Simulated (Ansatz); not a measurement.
# Molecular dynamics of CsP2H3N

Input file:

```yaml
accuracy: low
crystal:
  lattice:
    - [6.836652, 0.0, 0.0]
    - [0.0, 12.83058, 0.0]
    - [-1.892397, 0.0, 6.522169]
  atoms:
    - { symbol: Cs, position: [0.76066, 0.877486, 0.82748] }
    - { symbol: Cs, position: [0.23934, 0.377486, 0.67252] }
    - { symbol: Cs, position: [0.23934, 0.122514, 0.17252] }
    - { symbol: Cs, position: [0.76066, 0.622514, 0.32748] }
    - { symbol: H, position: [0.471, 0.652, 0.713] }
    - { symbol: H, position: [0.529, 0.152, 0.787] }
    - { symbol: H, position: [0.529, 0.348, 0.287] }
    - { symbol: H, position: [0.471, 0.848, 0.213] }
    - { symbol: H, position: [0.349, 0.647, 0.507] }
    - { symbol: H, position: [0.651, 0.147, 0.993] }
    - { symbol: H, position: [0.651, 0.353, 0.493] }
    - { symbol: H, position: [0.349, 0.853, 0.007] }
    - { symbol: H, position: [0.334, 0.724, 0.635] }
    - { symbol: H, position: [0.666, 0.224, 0.865] }
    - { symbol: H, position: [0.666, 0.276, 0.365] }
    - { symbol: H, position: [0.334, 0.776, 0.135] }
    - { symbol: P, position: [0.21227, 0.97788, 0.64853] }
    - { symbol: P, position: [0.78773, 0.47788, 0.85147] }
    - { symbol: P, position: [0.78773, 0.02212, 0.35147] }
    - { symbol: P, position: [0.21227, 0.52212, 0.14853] }
    - { symbol: P, position: [0.00651, 0.60646, 0.89355] }
    - { symbol: P, position: [0.99349, 0.10646, 0.60645] }
    - { symbol: P, position: [0.99349, 0.39354, 0.10645] }
    - { symbol: P, position: [0.00651, 0.89354, 0.39355] }
    - { symbol: "N", position: [0.4198, 0.696, 0.6127] }
    - { symbol: "N", position: [0.5802, 0.196, 0.8873] }
    - { symbol: "N", position: [0.5802, 0.304, 0.3873] }
    - { symbol: "N", position: [0.4198, 0.804, 0.1127] }
basis:
  ecutwfc: 420.0
kpoints:
  mp_grid: { grid: [2, 1, 2] }
hamiltonian:
  xc: pbesol
scf:
  occupations: { method: fermi_dirac, width: 0.05 }
  lower_state_search: "off"
md:
  timestep: 0.5
  n_steps: 90
  ensemble: nvt_langevin
  temperature: 700.0
  initial_velocities: maxwell_boltzmann
  seed: 770793
  friction: 0.005
```

Run as:

```bash
$ ansatz run input.yaml --threads 1 --pin off --max-ram 3072MiB --backend cpu --events-out ev --progress --plain --runs-dir out
```

It starts from an unrelaxed structure (largest force component 26.81 eV/Å).

Output, in part (step lines):

```
md step     0: t =     0.00 fs  T =   675.0 K  F+E_penalty+E_count = -29959.04389642 eV  E_kin = 2.443014 eV  (10 SCF iters)
md step     1: t =     0.50 fs  T =  1794.3 K  F+E_penalty+E_count = -29963.70449874 eV  E_kin = 6.493918 eV  (9 SCF iters)
md step     2: t =     1.00 fs  T =  3737.8 K  F+E_penalty+E_count = -29971.06225425 eV  E_kin = 13.528249 eV  (9 SCF iters)
md step     3: t =     1.50 fs  T =  4697.0 K  F+E_penalty+E_count = -29974.46903542 eV  E_kin = 16.999695 eV  (10 SCF iters)
md step     4: t =     2.00 fs  T =  4640.9 K  F+E_penalty+E_count = -29974.30446178 eV  E_kin = 16.796605 eV  (8 SCF iters)
md step     5: t =     2.50 fs  T =  4078.2 K  F+E_penalty+E_count = -29972.40006181 eV  E_kin = 14.760008 eV  (7 SCF iters)
md step     6: t =     3.00 fs  T =  3409.2 K  F+E_penalty+E_count = -29969.93768883 eV  E_kin = 12.338868 eV  (6 SCF iters)
md step     7: t =     3.50 fs  T =  2714.5 K  F+E_penalty+E_count = -29967.49883352 eV  E_kin = 9.824367 eV  (5 SCF iters)
md step     8: t =     4.00 fs  T =  2075.3 K  F+E_penalty+E_count = -29965.35927941 eV  E_kin = 7.510928 eV  (5 SCF iters)
md step     9: t =     4.50 fs  T =  1571.7 K  F+E_penalty+E_count = -29963.62153553 eV  E_kin = 5.688472 eV  (5 SCF iters)
md step    10: t =     5.00 fs  T =  1206.8 K  F+E_penalty+E_count = -29962.30482611 eV  E_kin = 4.367846 eV  (7 SCF iters)
md step    11: t =     5.50 fs  T =   958.3 K  F+E_penalty+E_count = -29961.39782514 eV  E_kin = 3.468396 eV  (5 SCF iters)
md step    12: t =     6.00 fs  T =   820.7 K  F+E_penalty+E_count = -29960.87052088 eV  E_kin = 2.970458 eV  (5 SCF iters)
md step    13: t =     6.50 fs  T =   779.9 K  F+E_penalty+E_count = -29960.69364674 eV  E_kin = 2.822598 eV  (5 SCF iters)
md step    14: t =     7.00 fs  T =   811.9 K  F+E_penalty+E_count = -29960.81817944 eV  E_kin = 2.938370 eV  (5 SCF iters)
md step    15: t =     7.50 fs  T =   932.0 K  F+E_penalty+E_count = -29961.17450570 eV  E_kin = 3.373245 eV  (5 SCF iters)
md step    16: t =     8.00 fs  T =  1093.5 K  F+E_penalty+E_count = -29961.68226800 eV  E_kin = 3.957701 eV  (5 SCF iters)
md step    17: t =     8.50 fs  T =  1232.5 K  F+E_penalty+E_count = -29962.21267308 eV  E_kin = 4.460753 eV  (4 SCF iters)
md step    18: t =     9.00 fs  T =  1329.8 K  F+E_penalty+E_count = -29962.58764927 eV  E_kin = 4.812862 eV  (5 SCF iters)
md step    19: t =     9.50 fs  T =  1324.9 K  F+E_penalty+E_count = -29962.61633486 eV  E_kin = 4.795209 eV  (5 SCF iters)
md step    20: t =    10.00 fs  T =  1223.9 K  F+E_penalty+E_count = -29962.20023920 eV  E_kin = 4.429795 eV  (11 SCF iters)
md step    21: t =    10.50 fs  T =  1066.5 K  F+E_penalty+E_count = -29961.53592166 eV  E_kin = 3.860029 eV  (8 SCF iters)
md step    22: t =    11.00 fs  T =   977.0 K  F+E_penalty+E_count = -29961.20119839 eV  E_kin = 3.536197 eV  (8 SCF iters)
md step    23: t =    11.50 fs  T =  1108.8 K  F+E_penalty+E_count = -29961.75427102 eV  E_kin = 4.013028 eV  (7 SCF iters)
md step    24: t =    12.00 fs  T =  1446.5 K  F+E_penalty+E_count = -29963.16301185 eV  E_kin = 5.235455 eV  (7 SCF iters)
md step    25: t =    12.50 fs  T =  1879.1 K  F+E_penalty+E_count = -29964.88069234 eV  E_kin = 6.800897 eV  (7 SCF iters)
md step    26: t =    13.00 fs  T =  2267.4 K  F+E_penalty+E_count = -29966.37956861 eV  E_kin = 8.206194 eV  (5 SCF iters)
md step    27: t =    13.50 fs  T =  2579.9 K  F+E_penalty+E_count = -29967.48827701 eV  E_kin = 9.337285 eV  (5 SCF iters)
md step    28: t =    14.00 fs  T =  2799.8 K  F+E_penalty+E_count = -29968.29507768 eV  E_kin = 10.133375 eV  (5 SCF iters)
md step    29: t =    14.50 fs  T =  2929.8 K  F+E_penalty+E_count = -29968.86485961 eV  E_kin = 10.603908 eV  (5 SCF iters)
md step    30: t =    15.00 fs  T =  2964.7 K  F+E_penalty+E_count = -29969.02264352 eV  E_kin = 10.729995 eV  (8 SCF iters)
md step    31: t =    15.50 fs  T =  2758.4 K  F+E_penalty+E_count = -29968.23436185 eV  E_kin = 9.983408 eV  (6 SCF iters)
md step    32: t =    16.00 fs  T =  2158.8 K  F+E_penalty+E_count = -29966.14492100 eV  E_kin = 7.813436 eV  (6 SCF iters)
md step    33: t =    16.50 fs  T =  1635.0 K  F+E_penalty+E_count = -29964.17699946 eV  E_kin = 5.917618 eV  (8 SCF iters)
md step    34: t =    17.00 fs  T =  1750.4 K  F+E_penalty+E_count = -29964.60381493 eV  E_kin = 6.335163 eV  (8 SCF iters)
md step    35: t =    17.50 fs  T =  2220.8 K  F+E_penalty+E_count = -29966.49196081 eV  E_kin = 8.037865 eV  (7 SCF iters)
md step    36: t =    18.00 fs  T =  2700.2 K  F+E_penalty+E_count = -29968.24388708 eV  E_kin = 9.772744 eV  (7 SCF iters)
md step    37: t =    18.50 fs  T =  3250.4 K  F+E_penalty+E_count = -29970.23572325 eV  E_kin = 11.763936 eV  (8 SCF iters)
md step    38: t =    19.00 fs  T =  3697.3 K  F+E_penalty+E_count = -29971.85877171 eV  E_kin = 13.381452 eV  (7 SCF iters)
md step    39: t =    19.50 fs  T =  3801.5 K  F+E_penalty+E_count = -29972.12420794 eV  E_kin = 13.758528 eV  (7 SCF iters)
md step    40: t =    20.00 fs  T =  3442.0 K  F+E_penalty+E_count = -29970.74656452 eV  E_kin = 12.457703 eV  (8 SCF iters)
md step    41: t =    20.50 fs  T =  2800.4 K  F+E_penalty+E_count = -29968.24643772 eV  E_kin = 10.135392 eV  (9 SCF iters)
md step    42: t =    21.00 fs  T =  2304.7 K  F+E_penalty+E_count = -29966.41613138 eV  E_kin = 8.341273 eV  (9 SCF iters)
md step    43: t =    21.50 fs  T =  2121.3 K  F+E_penalty+E_count = -29965.84571653 eV  E_kin = 7.677542 eV  (10 SCF iters)
md step    44: t =    22.00 fs  T =  2037.9 K  F+E_penalty+E_count = -29965.38651885 eV  E_kin = 7.375810 eV  (9 SCF iters)
md step    45: t =    22.50 fs  T =  1922.0 K  F+E_penalty+E_count = -29965.04863576 eV  E_kin = 6.956293 eV  (10 SCF iters)
md step    46: t =    23.00 fs  T =  1928.7 K  F+E_penalty+E_count = -29965.12639942 eV  E_kin = 6.980584 eV  (10 SCF iters)
md step    47: t =    23.50 fs  T =  1973.7 K  F+E_penalty+E_count = -29965.28169959 eV  E_kin = 7.143496 eV  (8 SCF iters)
md step    48: t =    24.00 fs  T =  1959.4 K  F+E_penalty+E_count = -29965.09248138 eV  E_kin = 7.091623 eV  (8 SCF iters)
md step    49: t =    24.50 fs  T =  1777.3 K  F+E_penalty+E_count = -29964.46791664 eV  E_kin = 6.432543 eV  (7 SCF iters)
md step    50: t =    25.00 fs  T =  1538.5 K  F+E_penalty+E_count = -29963.57518172 eV  E_kin = 5.568379 eV  (8 SCF iters)
md step    51: t =    25.50 fs  T =  1302.4 K  F+E_penalty+E_count = -29962.61991580 eV  E_kin = 4.713631 eV  (5 SCF iters)
md step    52: t =    26.00 fs  T =  1086.4 K  F+E_penalty+E_count = -29961.76181575 eV  E_kin = 3.931988 eV  (5 SCF iters)
md step    53: t =    26.50 fs  T =   919.3 K  F+E_penalty+E_count = -29961.11587503 eV  E_kin = 3.327071 eV  (5 SCF iters)
md step    54: t =    27.00 fs  T =   787.8 K  F+E_penalty+E_count = -29960.75667988 eV  E_kin = 2.851400 eV  (4 SCF iters)
md step    55: t =    27.50 fs  T =   780.2 K  F+E_penalty+E_count = -29960.72285995 eV  E_kin = 2.823640 eV  (5 SCF iters)
md step    56: t =    28.00 fs  T =   852.9 K  F+E_penalty+E_count = -29961.03484816 eV  E_kin = 3.086928 eV  (5 SCF iters)
md step    57: t =    28.50 fs  T =  1026.2 K  F+E_penalty+E_count = -29961.68383640 eV  E_kin = 3.713991 eV  (5 SCF iters)
md step    58: t =    29.00 fs  T =  1301.7 K  F+E_penalty+E_count = -29962.67039076 eV  E_kin = 4.711217 eV  (5 SCF iters)
md step    59: t =    29.50 fs  T =  1683.8 K  F+E_penalty+E_count = -29963.99512290 eV  E_kin = 6.094242 eV  (4 SCF iters)
md step    60: t =    30.00 fs  T =  2092.7 K  F+E_penalty+E_count = -29965.58406337 eV  E_kin = 7.574155 eV  (10 SCF iters)
md step    61: t =    30.50 fs  T =  2535.5 K  F+E_penalty+E_count = -29967.28686587 eV  E_kin = 9.176662 eV  (7 SCF iters)
md step    62: t =    31.00 fs  T =  2945.0 K  F+E_penalty+E_count = -29968.85029393 eV  E_kin = 10.658829 eV  (7 SCF iters)
md step    63: t =    31.50 fs  T =  3183.6 K  F+E_penalty+E_count = -29969.84574202 eV  E_kin = 11.522289 eV  (7 SCF iters)
md step    64: t =    32.00 fs  T =  3113.5 K  F+E_penalty+E_count = -29969.68730644 eV  E_kin = 11.268742 eV  (7 SCF iters)
md step    65: t =    32.50 fs  T =  2694.2 K  F+E_penalty+E_count = -29968.07555296 eV  E_kin = 9.751231 eV  (9 SCF iters)
md step    66: t =    33.00 fs  T =  2149.6 K  F+E_penalty+E_count = -29965.99311424 eV  E_kin = 7.780120 eV  (8 SCF iters)
md step    67: t =    33.50 fs  T =  1849.9 K  F+E_penalty+E_count = -29965.09086093 eV  E_kin = 6.695281 eV  (10 SCF iters)
md step    68: t =    34.00 fs  T =  1914.3 K  F+E_penalty+E_count = -29965.25081732 eV  E_kin = 6.928458 eV  (9 SCF iters)
md step    69: t =    34.50 fs  T =  2253.8 K  F+E_penalty+E_count = -29966.39528892 eV  E_kin = 8.156958 eV  (9 SCF iters)
md step    70: t =    35.00 fs  T =  2811.5 K  F+E_penalty+E_count = -29968.48874910 eV  E_kin = 10.175439 eV  (10 SCF iters)
md step    71: t =    35.50 fs  T =  3189.9 K  F+E_penalty+E_count = -29970.01572596 eV  E_kin = 11.545096 eV  (9 SCF iters)
md step    72: t =    36.00 fs  T =  3185.5 K  F+E_penalty+E_count = -29970.03409974 eV  E_kin = 11.529346 eV  (10 SCF iters)
md step    73: t =    36.50 fs  T =  2893.7 K  F+E_penalty+E_count = -29968.96120921 eV  E_kin = 10.473072 eV  (9 SCF iters)
md step    74: t =    37.00 fs  T =  2473.0 K  F+E_penalty+E_count = -29967.48918480 eV  E_kin = 8.950316 eV  (8 SCF iters)
md step    75: t =    37.50 fs  T =  2060.9 K  F+E_penalty+E_count = -29966.06885778 eV  E_kin = 7.458884 eV  (7 SCF iters)
md step    76: t =    38.00 fs  T =  1716.2 K  F+E_penalty+E_count = -29964.91884038 eV  E_kin = 6.211319 eV  (7 SCF iters)
md step    77: t =    38.50 fs  T =  1497.7 K  F+E_penalty+E_count = -29964.12721882 eV  E_kin = 5.420661 eV  (6 SCF iters)
md step    78: t =    39.00 fs  T =  1377.2 K  F+E_penalty+E_count = -29963.71243849 eV  E_kin = 4.984649 eV  (6 SCF iters)
md step    79: t =    39.50 fs  T =  1346.4 K  F+E_penalty+E_count = -29963.65727657 eV  E_kin = 4.872818 eV  (6 SCF iters)
md step    80: t =    40.00 fs  T =  1401.5 K  F+E_penalty+E_count = -29963.92601461 eV  E_kin = 5.072355 eV  (9 SCF iters)
md step    81: t =    40.50 fs  T =  1525.4 K  F+E_penalty+E_count = -29964.43702469 eV  E_kin = 5.520672 eV  (7 SCF iters)
md step    82: t =    41.00 fs  T =  1693.3 K  F+E_penalty+E_count = -29965.04303128 eV  E_kin = 6.128683 eV  (6 SCF iters)
md step    83: t =    41.50 fs  T =  1829.7 K  F+E_penalty+E_count = -29965.52426219 eV  E_kin = 6.622106 eV  (7 SCF iters)
md step    84: t =    42.00 fs  T =  1845.3 K  F+E_penalty+E_count = -29965.59690155 eV  E_kin = 6.678535 eV  (7 SCF iters)
md step    85: t =    42.50 fs  T =  1683.7 K  F+E_penalty+E_count = -29965.08040656 eV  E_kin = 6.093947 eV  (7 SCF iters)
md step    86: t =    43.00 fs  T =  1463.6 K  F+E_penalty+E_count = -29964.22878526 eV  E_kin = 5.296997 eV  (8 SCF iters)
md step    87: t =    43.50 fs  T =  1343.4 K  F+E_penalty+E_count = -29963.69273914 eV  E_kin = 4.862262 eV  (8 SCF iters)
md step    88: t =    44.00 fs  T =  1379.8 K  F+E_penalty+E_count = -29963.84967900 eV  E_kin = 4.994047 eV  (7 SCF iters)
md step    89: t =    44.50 fs  T =  1569.5 K  F+E_penalty+E_count = -29964.54696380 eV  E_kin = 5.680359 eV  (7 SCF iters)
md step    90: t =    45.00 fs  T =  1861.1 K  F+E_penalty+E_count = -29965.55228262 eV  E_kin = 6.735719 eV  (9 SCF iters)
```

The run went to its last step. The mean temperature of the second half is 166 % above the set value. The start is strongly strained: it lies 0.6 eV per atom above the lowest frames. A run of 0.045 ps of so small a system gives no equilibrium averages. Limits of this set-up: low accuracy level.

Mean squared displacements from the first frame to the last, about the centre of mass: Cs 0.05 Å², H 0.64 Å², P 0.03 Å², N 0.20 Å².

Last frame:

```xyz
28
Lattice="6.8367 0.0000 0.0000 0.0000 12.8306 0.0000 -1.8924 0.0000 6.5222" Properties=species:S:1:pos:R:3
Cs 3.527 11.246 5.648
Cs 0.488 4.760 4.356
Cs 1.487 1.733 1.105
Cs 4.425 7.928 1.973
H 0.777 8.472 5.152
H 3.180 2.402 5.214
H 3.311 4.328 1.552
H 2.032 10.770 1.341
H 1.601 8.172 4.014
H 2.525 1.940 6.386
H 3.199 4.442 3.100
H 2.570 10.661 -0.032
H 0.567 9.792 3.925
H 3.251 2.842 6.452
H 4.105 2.763 2.710
H 1.373 9.078 0.769
P 0.318 12.598 4.201
P 3.891 6.144 5.577
P 4.795 0.166 2.165
P 1.030 6.644 0.977
P -1.603 7.696 5.875
P 5.702 1.352 3.722
P 6.580 4.885 0.533
P -0.619 11.454 2.594
N 1.415 8.864 4.619
N 2.550 2.746 5.715
N 2.887 3.863 2.324
N 2.629 10.260 0.910
```

Time of the run: 16 min on 1 thread of Arm Neoverse V1, with other jobs on the host, peak memory 0.93 GiB.
